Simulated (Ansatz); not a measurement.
This script makes an atomisation energy of FH₃SSi₂, SMILES F[SiH]1[SiH2]S1 with Ansatz's Python interface.

Input file `fh3ssi2.xyz`:
```text
7

F    -2.25550    0.19160    0.33790
Si   -0.93530    0.41870   -0.46560
Si    0.92740   -0.06500    0.58360
S     0.08960   -1.47480   -0.71280
H    -1.01700    1.10970   -1.79440
H     0.95470   -0.58610    1.98490
H     2.29730    0.33790    0.02060
```

`fh3ssi2_tae.py`
```python
"""Atomisation energy of FH3SSi2 at the given geometry."""

from collections import Counter
from dataclasses import dataclass

import ansatz as az


@dataclass
class Settings:
    basis: str = "aug-cc-pVDZ"
    functional: str = "r2scan0"


cfg = Settings()


def energy_of(molecule, charge=0, unpaired=0):
    calc = molecule.calculation().basis(gaussian=cfg.basis).functional(cfg.functional)
    if charge:
        calc = calc.charge(charge)
    if unpaired:
        calc = calc.spin("collinear", total=unpaired)
    return calc.run().report["free_energy_ev"]

geometry = az.Crystal.molecule_from_extxyz("fh3ssi2.xyz")

# Hund ground states
unpaired = {"F": 1, "Si": 2, "S": 2, "H": 1}
counts = Counter(site.symbol for site in geometry.cartesian_sites)
atom_energy = {s: energy_of(az.Crystal.molecule().atom(s, (0, 0, 0)), 0, unpaired[s]) for s in counts}
whole = energy_of(geometry, 0, 0)
for s, e in atom_energy.items():
    print(f"{s:2s} x{counts[s]}  {e:14.5f} eV")
print(f"FH3SSi2: {whole:.5f} eV")
split = sum(counts[s] * e for s, e in atom_energy.items()) - whole
print(f"atomisation energy (no zero-point term): {23.060548 * split:.1f} kcal/mol, {split / sum(counts.values()):.3f} eV an atom")
```

What does it cost to take this molecule apart into atoms?

511.0 kcal/mol from the electronic energies, without the zero-point term.

What the script printed:

```console
$ python fh3ssi2_tae.py
F  x1     -2712.70618 eV
Si x2     -7873.31223 eV
S  x1    -10832.29451 eV
H  x3       -13.58985 eV
FH3SSi2: -29354.55544 eV
atomisation energy (no zero-point term): 511.0 kcal/mol, 3.166 eV an atom
```

Notes:
- Total energies depend on the basis set; only differences at equal settings carry meaning.
- The geometry is a force-field or estimated start, not a minimum of this method, and the basis set is short of its limit. All parts are taken at fixed geometry, without zero-point energy.
- For Al to Cl the sets with a tight d function, cc-pV(X+d)Z, are usual.
- The whole script took 12 s on 1 thread of Intel(R) Xeon(R) Platinum 8259CL CPU @ 2.50GHz (Skylake/Cascade Lake), on a shared host, peak memory 0.37 GiB.

(Lines on the test bed's own set-up are left out of the output.)
